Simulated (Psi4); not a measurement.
**A workflow on MoS2F2 (SMILES [F][Mo]([F])(=[S])=[S]), part 1 of 3**

We compute a series of 10 runs (PBE-D4/def2-SVP, PBE0-D4/def2-TZVP, PBE-D4/def2-TZVPP, r2SCAN-D4/def2-TZVPP, B3LYP-D4/def2-TZVPP, PBE0-D4/def2-TZVPP, wB97M-V/def2-TZVPP, CCSD(T)/def2-TZVPP, and more) of MoS2F2. 

The results are computed with Psi4 1.11.

### 1 Starting point

The species is MoS2F2 (5 atoms), meant as a singlet with charge 0. As SMILES, `[F][Mo]([F])(=[S])=[S]`. The shape comes from GFN2-xTB, rattled, which is rough for such elements, and wasn't checked as a minimum. The run starts from this shape.

Bond lengths: F1–Mo2 1.801 Å, Mo2–F3 1.821 Å, Mo2–S4 2.135 Å, Mo2–S5 2.112 Å. Angles: F1–Mo2–F3 124.6°, F1–Mo2–S4 105.4°, F1–Mo2–S5 106.7°, F3–Mo2–S4 105.4°, F3–Mo2–S5 108.2°, S4–Mo2–S5 105.0°.

### 2 A structure relaxation at PBE-D4/def2-SVP (density fitting, core potential) (run 1)

The input, f2mos2.py:

```python
import psi4

psi4.set_memory(4400000000)
psi4.set_num_threads(2)
psi4.set_output_file('f2mos2.out', False)

mol = psi4.geometry("""
0 1
F     -0.917048    -0.021903     1.651707
Mo     0.080382    -0.087853     0.153902
F      1.634061    -1.022478    -0.013404
S     -1.213412    -0.862820    -1.356885
S      0.449283     1.911659    -0.416104
symmetry c1
""")

psi4.set_options({
    'basis': 'def2-SVP',
    'reference': 'rks',
    'scf_type': 'df',
    'geom_maxiter': 60,
    'max_force_g_convergence': 0.0005,
})

e_tot, wfn = psi4.optimize('pbe-d4', molecule=mol, return_wfn=True)
print('E =', round(e_tot, 9))
print(mol.to_string(dtype='xyz', units='Angstrom'))
for k, v in sorted(psi4.core.scalar_variables().items()):
    print(f'{k:45s} {v:18.10f}')
```

Started as:

```sh
$ python f2mos2.py
```

f2mos2.out:

```text
Psi4 1.11 release

gradient() will perform analytic gradient computation.

   => Loading Basis Set <=

    Name: DEF2-SVP
    Role: ORBITAL
    Keyword: BASIS

    !!!  WARNING: ECP capability is in beta. Please check occupations closely.  !!!

   => PBE-D4(BJ,EEQ)ATM: Empirical Dispersion <=

        a1 =       0.385750
        a2 =       4.806885
       alp =      16.000000
        s6 =       1.000000
        s8 =       0.959481
        s9 =       1.000000
        ga =       3.000000
        gc =       2.000000
        wf =       6.000000

         ---------------------------------------------------------
                                   SCF
                              RKS Reference
                        2 Threads,   4196 MiB Core
         ---------------------------------------------------------

  ==> Geometry <==

    Molecular point group: c1
    Full point group: C1

    Geometry (in Angstrom), charge = 0, multiplicity = 1:

       Center              X                  Y                   Z               Mass
    ------------   -----------------  -----------------  -----------------  -----------------
         F           -0.902342440324    -0.047376070918     1.704213096842    18.998403162730
         MO           0.095087559676    -0.113326070918     0.206408096842    97.905404820000
         F            1.648766559676    -1.047951070918     0.039102096842    18.998403162730
         S           -1.198706440324    -0.888293070918    -1.304378903158    31.972071174400
         S            0.463988559676     1.886185929082    -0.363597903158    31.972071174400

  Running in c1 symmetry.

  Rotational constants: A =      0.07715  B =      0.06042  C =      0.05574 [cm^-1]
  Rotational constants: A =   2312.84874  B =   1811.35270  C =   1671.14680 [MHz]
  Nuclear repulsion =  335.476795807143617

  Charge       = 0
  Multiplicity = 1
  Electrons    = 64
  Nalpha       = 32
  Nbeta        = 32

  ==> Algorithm <==

  SCF Algorithm Type is DF.
  DIIS enabled.
  MOM disabled.
  Fractional occupation disabled.
  Guess Type is SAD.
  Energy threshold   = 1.00e-08
  Density threshold  = 1.00e-08
  Integral threshold = 1.00e-12

  ==> Primary Basis <==

  Basis Set: DEF2-SVP
    Blend: DEF2-SVP
    Number of shells: 39
    Number of basis functions: 95
    Number of Cartesian functions: 104
    Spherical Harmonics?: true
    Max angular momentum: 3

  Core potential: DEF2-SVP
    Number of shells: 4
    Number of ECP primitives: 14
    Number of ECP core electrons: 28
    Max angular momentum: 3

  ==> DFT Potential <==

   => LibXC <=

    Version 7.1.2

   => Composite Functional: PBE-D4BJEEQATM <=

    PBE GGA Exchange-Correlation Functional

    Deriv               =              1
    GGA                 =           TRUE
    Meta                =          FALSE

    Exchange Hybrid     =          FALSE
    MP2 Hybrid          =          FALSE

   => Exchange Functionals <=

    1.0000     XC_GGA_X_PBE

   => Correlation Functionals <=

    1.0000     XC_GGA_C_PBE

   => LibXC Density Thresholds  <==

    XC_GGA_C_PBE:  1.00E-12
    XC_GGA_X_PBE:  1.00E-15

   => Molecular Quadrature <=

    Radial Scheme          =       TREUTLER
    Pruning Scheme         =           NONE
    Nuclear Scheme         =       TREUTLER

    Blocking Scheme        =         OCTREE
    BS radius alpha        =              1
    Pruning alpha          =              1
    Radial Points          =             75
    Spherical Points       =            302
    Total Points           =         108810
    Total Blocks           =            908
    Max Points             =            256
    Max Functions          =             92
    Weights Tolerance      =       1.00E-15

   => Loading Basis Set <=

    Name: (DEF2-SVP AUX)
    Role: JKFIT
    Keyword: DF_BASIS_SCF

  ==> Integral Setup <==

  DFHelper Memory: AOs need 0.049 GiB; user supplied 2.856 GiB.
  SCF_SUBTYPE=INCORE selected. In-core MEM_DF algorithm will be used.
  Using in-core AOs.

  ==> MemDFJK: Density-Fitted J/K Matrices <==

    J tasked:                   Yes
    K tasked:                    No
    wK tasked:                   No
    Memory [MiB]:              2924
    Algorithm:                 Core
    Schwarz Cutoff:           1E-12
    Mask sparsity (%):       3.5457
    Fitting Condition:        1E-10

   => Auxiliary Basis Set <=

  Basis Set: (DEF2-SVP AUX)
    Blend: DEF2-UNIVERSAL-JKFIT
    Number of shells: 175
    Number of basis functions: 665
    Number of Cartesian functions: 880
    Spherical Harmonics?: true
    Max angular momentum: 6

  Cached 100.0% of DFT collocation blocks in 0.218 [GiB].

  Minimum eigenvalue in the overlap matrix is 8.0197229311E-03.
  Reciprocal condition number of the overlap matrix is 1.9932329793E-03.
    Using symmetric orthogonalization.

  ==> Pre-Iterations <==

  SCF Guess: Superposition of Atomic Densities via on-the-fly atomic UHF (no occupation information).

   -------------------------
    Irrep   Nso     Nmo
   -------------------------
     A         95      95
   -------------------------
    Total      95      95
   -------------------------

  ==> Iterations <==

                           Total Energy        Delta E     RMS |[F,P]|

[... 3 lines left out ...]
   @DF-RKS iter   3: -1062.77829884406606   -1.07109e+01   1.55433e-02 ADIIS/DIIS
[... 3 lines left out ...]
   @DF-RKS iter   7: -1063.58078160649302   -6.91024e-02   2.57439e-04 ADIIS/DIIS
[... 3 lines left out ...]
   @DF-RKS iter  11: -1063.58103409522300   -2.02775e-06   1.03633e-05 DIIS
[... 3 lines left out ...]
   @DF-RKS iter  15: -1063.58103459586232   -1.36424e-11   1.83368e-08 DIIS
[... 33 lines left out ...]
  @DF-RKS Final Energy: -1063.58103459586550
[... 6 lines left out ...]
    DFT Exchange-Correlation Energy =     -79.5898557022558606
[... 17 lines left out ...]
 Dipole X            :          7.1153493           -7.0041625            0.1111868
[... 129 lines left out ...]
	                                 ==> Convergence Check <==
[... 89 lines left out ...]
    Weights Tolerance      =       1.00E-15
[... 55 lines left out ...]
   @DF-RKS iter   1: -1063.57810222137959   -2.77589e-02   1.05499e-03 ADIIS/DIIS
[... 3 lines left out ...]
   @DF-RKS iter   5: -1063.58343646151798    1.70822e-04   2.52859e-04 ADIIS/DIIS
[... 3 lines left out ...]
   @DF-RKS iter   9: -1063.58383896851137   -1.09493e-06   2.61202e-06 DIIS
[... 3 lines left out ...]
   @DF-RKS iter  13: -1063.58383900318699   -2.72848e-12   2.91168e-09 DIIS
[... 17 lines left out ...]
    Nuclear Repulsion Energy =            331.7331156994771391
[... 3 lines left out ...]
    Empirical Dispersion Energy =          -0.0071584182694525
[... 17 lines left out ...]
 Dipole Y            :         -8.5241410            8.4618042           -0.0623367
[... 93 lines left out ...]
	Measures of convergence in internal coordinates in au.
[... 107 lines left out ...]
                           Total Energy        Delta E     RMS |[F,P]|
[... 4 lines left out ...]
   @DF-RKS iter   3: -1063.58432740413696   -9.27346e-03   8.88099e-05 DIIS
[... 3 lines left out ...]
   @DF-RKS iter   7: -1063.58436052204434   -3.59457e-08   6.47841e-07 DIIS
[... 3 lines left out ...]
   @DF-RKS iter  11: -1063.58436052407387   -1.59162e-12   1.62462e-09 DIIS
[... 17 lines left out ...]
    Nuclear Repulsion Energy =            332.4609221496280611
[... 3 lines left out ...]
    Empirical Dispersion Energy =          -0.0071654711078774
[... 17 lines left out ...]
 Dipole Y            :         -8.4290216            8.3654952           -0.0635265
[... 93 lines left out ...]
	Measures of convergence in internal coordinates in au.
[... 107 lines left out ...]
                           Total Energy        Delta E     RMS |[F,P]|
[... 4 lines left out ...]
   @DF-RKS iter   3: -1063.58467772379231   -1.55750e-02   1.91438e-04 ADIIS/DIIS
[... 3 lines left out ...]
   @DF-RKS iter   7: -1063.58482895935049   -4.06339e-07   1.56541e-06 DIIS
[... 3 lines left out ...]
   @DF-RKS iter  11: -1063.58482897171803   -9.09495e-13   4.40214e-09 DIIS
[... 17 lines left out ...]
    Nuclear Repulsion Energy =            332.2963695341761650
[... 3 lines left out ...]
    Empirical Dispersion Energy =          -0.0071480770473964
[... 17 lines left out ...]
 Dipole Y            :         -8.1764836            8.1275518           -0.0489318
[... 93 lines left out ...]
	Measures of convergence in internal coordinates in au.
[... 107 lines left out ...]
                           Total Energy        Delta E     RMS |[F,P]|
[... 4 lines left out ...]
   @DF-RKS iter   3: -1063.58485982928642   -4.74363e-04   3.74952e-05 DIIS
[... 3 lines left out ...]
   @DF-RKS iter   7: -1063.58486521077202   -4.25789e-08   1.38627e-07 DIIS
[... 3 lines left out ...]
  Energy and wave function converged.
[... 19 lines left out ...]
      33A     -0.163768    34A     -0.156989    35A     -0.118342
      36A     -0.109831    37A     -0.105551    38A     -0.022853
      39A      0.039299    40A      0.039426    41A      0.043406
[... 17 lines of this table left out ...]
      93A      3.046172    94A      3.264656    95A     39.221916

    Final Occupation by Irrep:
              A
    DOCC [    32 ]
    NA   [    32 ]
    NB   [    32 ]

  @DF-RKS Final Energy: -1063.58486521087229

   => Energetics <=

    Nuclear Repulsion Energy =            332.2201258290779720
    One-Electron Energy =               -2156.0663175920840331
    Two-Electron Energy =                 839.8326249218278008
    DFT Exchange-Correlation Energy =     -79.5641537674821819
    Empirical Dispersion Energy =          -0.0071446022119310
    VV10 Nonlocal Energy =                  0.0000000000000000
    Total Energy =                      -1063.5848652108722945

Computation Completed

Properties will be evaluated at   0.000000,   0.000000,   0.000000 [a0]

Properties computed using the SCF density matrix

 Multipole Moments:

 ------------------------------------------------------------------------------------
     Multipole            Electronic (a.u.)      Nuclear  (a.u.)        Total (a.u.)
 ------------------------------------------------------------------------------------

 L = 1.  Multiply by 2.5417464519 to convert [e a0] to [Debye]
 Dipole X            :          5.5936394           -5.5670385            0.0266009
 Dipole Y            :         -8.0607488            8.0188629           -0.0418860
 Dipole Z            :         13.2074227          -13.1422415            0.0651812
 Magnitude           :                                                    0.0819184

 ------------------------------------------------------------------------------------

	total time  =          3 seconds =       0.05 minutes

         ------------------------------------------------------------
                                   SCF GRAD
         ------------------------------------------------------------

  ==> Geometry <==

    Molecular point group: c1
    Full point group: C1

    Geometry (in Angstrom), charge = 0, multiplicity = 1:

       Center              X                  Y                   Z               Mass
    ------------   -----------------  -----------------  -----------------  -----------------
         F           -0.824509133486    -0.103642378174     1.783589958264    18.998403162730
         MO           0.072117856340    -0.104511346534     0.170632195464    97.905404820000
         F            1.656336652755    -1.050992005662     0.153794796731    18.998403162730
         S           -1.211239412561    -0.896663299119    -1.317284962899    31.972071174400
         S            0.496111438275     1.902805035914    -0.356458052905    31.972071174400

  Nuclear repulsion =  332.220125829077972

   => Molecular Quadrature <=

    Radial Scheme          =       TREUTLER
    Pruning Scheme         =           NONE
    Nuclear Scheme         =       TREUTLER

    Blocking Scheme        =         OCTREE
    BS radius alpha        =              1
    Pruning alpha          =              1
    Radial Points          =             75
    Spherical Points       =            302
    Total Points           =         108791
    Total Blocks           =            911
    Max Points             =            255
    Max Functions          =             91
    Weights Tolerance      =       1.00E-15

  -Total Gradient:
     Atom            X                  Y                   Z
    ------   -----------------  -----------------  -----------------
       1        0.000049149686     0.000325175016    -0.000206603844
       2       -0.000406535671    -0.000737681306    -0.000095060705
       3        0.000072890175     0.000465548511    -0.000120699957
       4       -0.000053293990     0.000115861198    -0.000022258726
       5        0.000119526948    -0.000121248090     0.000105713741

	total time  =          2 seconds =       0.03 minutes

    			-----------------------------------------

    			 OPTKING 3.0: for geometry optimizations

    			        with contributions from

    			-----------------------------------------

	                            ===> Fragment 1 <==

	 Z (Atomic Numbers)          Masses                          Geom
	       9.000000            18.998403         -1.55809645 -0.19585571  3.37049654
	      42.000000            97.905405          0.13628300 -0.19749782  0.32244812
	       9.000000            18.998403          3.13002265 -1.98608705  0.29063005
	      16.000000            31.972071         -2.28891076 -1.69444806 -2.48930781
	      16.000000            31.972071          0.93751475  3.59578039 -0.67360810

	 - Coordinate -           - BOHR/RAD -       - ANG/DEG -
	 R(1,2)           =         3.487338           1.845420
	 R(2,3)           =         3.487483           1.845497
	 R(2,4)           =         4.003548           2.118586
[... 18 lines of this table left out ...]
	 O(5,2,3,4)       =         1.016715          58.253500

	        --- Internal Coordinate Step in ANG or DEG, aJ/ANG or AJ/DEG ---
	-------------------------------------------------------------------------------
	           Coordinate      Previous         Force          Change          New
	           ----------      --------        ------          ------        ------
	               R(1,2)       1.84542        0.00137        0.00013       1.84555
	               R(2,3)       1.84550        0.00110        0.00010       1.84560
	               R(2,4)       2.11859        0.00054        0.00010       2.11868
[... 18 lines of this table left out ...]
	           O(5,2,3,4)      58.25350       -0.00001       -0.15907      58.09442
	-------------------------------------------------------------------------------

	                                 ==> Convergence Check <==

	Measures of convergence in internal coordinates in au.

	Criteria marked as inactive (o), active & met (*), and active & unmet ( ).

	----------------------------------------------------------------------------------------------
	   Step    Total Energy     Delta E     Max Force     RMS Force      Max Disp      RMS Disp
	----------------------------------------------------------------------------------------------
	  Convergence Criteria              o    5.00e-04 *             o             o             o
	----------------------------------------------------------------------------------------------
	     5   -1063.58486521   -3.62e-05 o    3.39e-04 *    1.70e-04 o    7.18e-03 o    3.44e-03 o  ~
	----------------------------------------------------------------------------------------------

Next Geometry in Ang
	Fragment 1 (Ang)

	    F  -0.8225506440  -0.1066940931   1.7842379671
	   Mo   0.0730174542  -0.1019977451   0.1705504256
	    F   1.6539077321  -1.0542649013   0.1561474957
	    S  -1.2097203610  -0.8955033458  -1.3173189061
	    S   0.4941632200   1.9054560918  -0.3593430477

    Final optimized geometry and variables:
    Molecular point group: c1
    Full point group: C1

    Geometry (in Angstrom), charge = 0, multiplicity = 1:

    F           -0.824509133486    -0.103642378174     1.783589958264
    MO           0.072117856340    -0.104511346534     0.170632195464
    F            1.656336652755    -1.050992005662     0.153794796731
    S           -1.211239412561    -0.896663299119    -1.317284962899
    S            0.496111438275     1.902805035914    -0.356458052905

[set-up sections that repeat, and orbital energies of the middle runs, are left out above]
```

Standard output:

```text
Optimizer: Optimization complete!
E = -1063.584865211
5
0 1 F2MoS2
F                    -0.824509133486    -0.103642378174     1.783589958264
Mo                    0.072117856340    -0.104511346534     0.170632195464
F                     1.656336652755    -1.050992005662     0.153794796731
S                    -1.211239412561    -0.896663299119    -1.317284962899
S                     0.496111438275     1.902805035914    -0.356458052905

CURRENT ENERGY                                  -1063.5848652109
CURRENT REFERENCE ENERGY                        -1063.5848652109
DD SOLVATION ENERGY                                 0.0000000000
DFT FUNCTIONAL TOTAL ENERGY                     -1063.5777206087
DFT TOTAL ENERGY                                -1063.5848652109
DFT VV10 ENERGY                                     0.0000000000
DFT XC ENERGY                                     -79.5641537675
DISPERSION CORRECTION ENERGY                       -0.0071446022
GRID ELECTRONS ALPHA                               31.9999458810
GRID ELECTRONS BETA                                31.9999458810
GRID ELECTRONS TOTAL                               63.9998917619
NUCLEAR REPULSION ENERGY                          332.2201258291
ONE-ELECTRON ENERGY                             -2156.0663175921
OPTIMIZATION ITERATIONS                             5.0000000000
PBE-D4(BJ,EEQ)ATM DISPERSION CORRECTION ENERGY      -0.0071446022
PCM POLARIZATION ENERGY                             0.0000000000
PE ENERGY                                           0.0000000000
SCF ITERATION ENERGY                            -1063.5848652109
SCF ITERATIONS                                     10.0000000000
SCF TOTAL ENERGY                                -1063.5848652109
TWO-ELECTRON ENERGY                               839.8326249218
XC GRID RADIAL POINTS                              75.0000000000
XC GRID SPHERICAL POINTS                          302.0000000000
XC GRID TOTAL POINTS                           108791.0000000000
```

Wall time 32 s (2 threads of AMD EPYC 7R43 (Zen 3), shared host); peak memory 0.57 GiB.

The path in brief:

```tsv
step	energy from the first frame kept (eV)	largest force (eV/Å)
0	0.0000	2.1293
1	-0.0763	0.4164
2	-0.0905	0.2164
3	-0.1033	0.0718
4	-0.1042	0.0436
```

After the run. Bond lengths: F1–Mo2 1.845 Å, Mo2–F3 1.845 Å, Mo2–S4 2.119 Å, Mo2–S5 2.118 Å. Angles: F1–Mo2–F3 115.2°, F1–Mo2–S4 108.6°, F1–Mo2–S5 108.3°, F3–Mo2–S4 108.8°, F3–Mo2–S5 108.2°, S4–Mo2–S5 107.5°.

(Continued in part 2 of 3.)
